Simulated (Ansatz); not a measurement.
# LuBeSi4: the cost of one run

Method: DFT PBE, scalar-relativistic, plane waves, PAW, in Ansatz 0.2.0.

## 1. Starting point

The structure is cubic, space group F-43m (No. 216). Conventional cell: a = 7.073 Å, b = 7.073 Å, c = 7.073 Å, α = 90.00°, β = 90.00°, γ = 90.00°. Lu (site symmetry -43m) has 12 Si at 2.93 Å and 4 Be at 3.06 Å as nearest neighbours. Be (site symmetry -43m) is surrounded by 12 Si at 2.93 Å and 4 Lu at 3.06 Å. Around Si (site symmetry 3m) lie 6 Si at 2.49 to 2.51 Å and 3 Be at 2.93 Å and 3 Lu at 2.93 Å.

Coordinates:

```cif
data_structure
_symmetry_space_group_name_H-M 'P 1'
_symmetry_Int_Tables_number 1
_cell_length_a 5.0015
_cell_length_b 5.0015
_cell_length_c 5.0015
_cell_angle_alpha 60.000
_cell_angle_beta 60.000
_cell_angle_gamma 60.000
_cell_volume 88.47
loop_
_atom_site_label
_atom_site_type_symbol
_atom_site_fract_x
_atom_site_fract_y
_atom_site_fract_z
_atom_site_occupancy
Lu1 Lu 0.00000 0.00000 0.00000 1
Be1 Be 0.75000 0.75000 0.75000 1
Si1 Si 0.87325 0.37558 0.37558 1
Si2 Si 0.37558 0.37558 0.37558 1
Si3 Si 0.37558 0.87325 0.37558 1
Si4 Si 0.37558 0.37558 0.87325 1
```

The cell is invented: species swapped into a database cell of Be4SiNi (F-43m, No. 216), with Si on the Be sites, Lu on the Si sites and Be on the Ni sites. Lengths come from tabulated atomic sizes and are only a guess.

## 2. The guess as it stands, on a coarse mesh

input.yaml reads:

```yaml
crystal:
  lattice:
    - [0.0, 3.5366009, 3.5366009]
    - [3.5366009, 0.0, 3.5366009]
    - [3.5366009, 3.5366009, 0.0]
  atoms:
    - { symbol: Lu, position: [0.0, 0.0, 0.0] }
    - { symbol: Be, position: [0.75, 0.75, 0.75] }
    - { symbol: Si, position: [0.87324896, 0.37558368, 0.37558368] }
    - { symbol: Si, position: [0.37558368, 0.37558368, 0.37558368] }
    - { symbol: Si, position: [0.37558368, 0.87324896, 0.37558368] }
    - { symbol: Si, position: [0.37558368, 0.37558368, 0.87324896] }
basis:
  ecutwfc: 420
kpoints:
  mp_grid: { grid: [4, 4, 4] }
hamiltonian:
  xc: pbe
scf:
  occupations: { method: gaussian, width: 0.1 }
  lower_state_search: "off"
output:
  forces: true
  stress: true
  eigenvalues: true
```

Launch:

```console
> ansatz run input.yaml --threads 1 --pin off --max-ram 2560MiB --backend cpu --events-out ev --progress --plain --runs-dir out
```

Q: Estimate wall time and peak memory on 1 thread of Intel Xeon 6975P-C (Granite Rapids), shared host.

About 2 s, with a peak of 0.38 GiB.
